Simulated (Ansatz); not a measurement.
# H₈N₂Si₂Sn: up Jacob's ladder to CCSD(T)

An exercise on one series of results from a longer session: the logs are not shown, and one member is left open.

Method: functionals in def2-TZVPP, the program's frozen cores in correlated methods; program: Ansatz 0.2.0, Gaussian basis.

The runs, in order: LDA (SPW92), PBE-D4, revPBE-D4, BLYP-D4, r2SCAN-D4, B97M-V, PBE0-D4, B3LYP-D4, r2SCANh-D4, r2SCAN0-D4, HSE06-D4, BHLYP-D4, CAM-B3LYP-D4, LC-ωPBE, ωB97X-V, ωB97M-V, B2PLYP, PBE-QIDH; CCSD(T)/def2-SVP; CCSD(T)/def2-TZVPP; MP2/def2-QZVPP; extrapolation to the limit; RPA on PBE.

### The relaxed structure

An earlier PBE0-D4 in a triple-zeta def2 set relaxation fixed the geometry. Sn takes the def2 core potential; no spin-orbit term is included.

13 atoms, charge 0, spin multiplicity 1.

Atoms are counted from 1 here; the program's logs count them from 0.

Bond lengths: N1–Sn2 2.015 Å, N1–H6 1.009 Å, N1–H7 1.008 Å, Sn2–N3 2.082 Å, N3–Si4 1.726 Å, N3–Si5 1.726 Å, Si4–H8 1.490 Å, Si4–H9 1.490 Å, Si4–H10 1.492 Å, Si5–H11 1.489 Å, Si5–H12 1.491 Å, Si5–H13 1.490 Å. Angles: Sn2–N1–H6 128.0°, Sn2–N1–H7 121.0°, H6–N1–H7 110.8°, N1–Sn2–N3 95.6°, Sn2–N3–Si4 117.4°, Sn2–N3–Si5 123.6°, Si4–N3–Si5 118.9°, N3–Si4–H8 112.4°, N3–Si4–H9 112.4°, N3–Si4–H10 107.9°, H8–Si4–H9 107.4°, H8–Si4–H10 108.3°, H9–Si4–H10 108.3°, N3–Si5–H11 112.2°, N3–Si5–H12 111.7°, N3–Si5–H13 109.5°, H11–Si5–H12 107.0°, H11–Si5–H13 108.3° and more.

Set-up of the first run:

File in.yaml:

```yaml
crystal:
  periodic: [false, false, false]
  atoms:
    - {symbol: N, position_ang: [-1.022285, 1.889567, -1.616153]}
    - {symbol: Sn, position_ang: [0.332152, 2.071376, -0.135408]}
    - {symbol: N, position_ang: [0.338490, 0.054693, 0.381344]}
    - {symbol: Si, position_ang: [1.289285, -0.413011, 1.743854]}
    - {symbol: Si, position_ang: [-0.507359, -1.161413, -0.503933]}
    - {symbol: H, position_ang: [-1.557768, 1.073513, -1.872454]}
    - {symbol: H, position_ang: [-1.300082, 2.687015, -2.167361]}
    - {symbol: H, position_ang: [2.343787, -1.403737, 1.388279]}
    - {symbol: H, position_ang: [0.466713, -1.010090, 2.832750]}
    - {symbol: H, position_ang: [1.955336, 0.810296, 2.278403]}
    - {symbol: H, position_ang: [0.032540, -1.331456, -1.881534]}
    - {symbol: H, position_ang: [-1.956367, -0.836252, -0.641402]}
    - {symbol: H, position_ang: [-0.393943, -2.465401, 0.208316]}
basis:
  gaussian: {orbitals: def2-TZVPP}
hamiltonian: {xc: lda}
output: {orbitals: {seedname: orbitals}}
```

Run with:

```sh
$ ansatz run in.yaml --threads 4 --pin off --events-out ev --progress --plain --max-ram 11315MiB
```

Steps of the session up to this table: LDA; PBE-D4 (GGA); revPBE-D4 (GGA); BLYP-D4 (GGA); r2SCAN-D4 (meta-GGA); B97M-V (meta-GGA); B3LYP-D4 (hybrid); r2SCANh-D4 (hybrid); r2SCAN0-D4 (hybrid); HSE06-D4 (hybrid); BHLYP-D4 (hybrid); CAM-B3LYP-D4 (range-separated); LC-ωPBE (range-separated); ωB97X-V (range-separated); ωB97M-V (range-separated); B2PLYP (double hybrid); PBE-QIDH (double hybrid).

One table of the session follows, with a row left open; its other results are not shown here.

It belongs to the step «Orbital energies across the functionals». 

| functional | HOMO (eV) | LUMO (eV) | gap (eV) |
| --- | --- | --- | --- |
| LDA (SPW92) | -6.12 | -2.69 | 3.42 |
| PBE-D4 | -5.96 | -2.48 | 3.49 |
| revPBE-D4 | -5.90 | -2.39 | 3.51 |
| BLYP-D4 | -5.82 | -2.39 | 3.42 |
| r2SCAN-D4 | -6.25 | -2.41 | 3.84 |
| B97M-V | -6.31 | -2.49 | 3.83 |
| PBE0-D4 | -7.19 | -1.81 | 5.37 |
| B3LYP-D4 | ? | ? | ? |
| r2SCANh-D4 | -6.71 | -2.16 | 4.55 |
| r2SCAN0-D4 | -7.39 | -1.78 | 5.61 |
| HSE06-D4 | -6.79 | -2.17 | 4.62 |
| BHLYP-D4 | -8.19 | -1.11 | 7.08 |
| CAM-B3LYP-D4 | -8.48 | -0.91 | 7.57 |
| LC-ωPBE | -9.72 | 0.12 | 9.84 |
| ωB97X-V | -9.43 | 0.02 | 9.46 |
| ωB97M-V | -9.38 | -0.15 | 9.23 |

Q: Estimate the row for B3LYP-D4 from the others.

Worked estimate for «HOMO (eV)». Against the share of exact exchange, BLYP-D4 (0, -5.82), BHLYP-D4 (0.5, -8.19) give a slope of -4.74 per unit share; at 0.2 the line stands at -6.77.

The run gave: HOMO (eV): -6.96; LUMO (eV): -2.03; gap (eV): 4.94. In «HOMO (eV)» the line misses by +0.19.
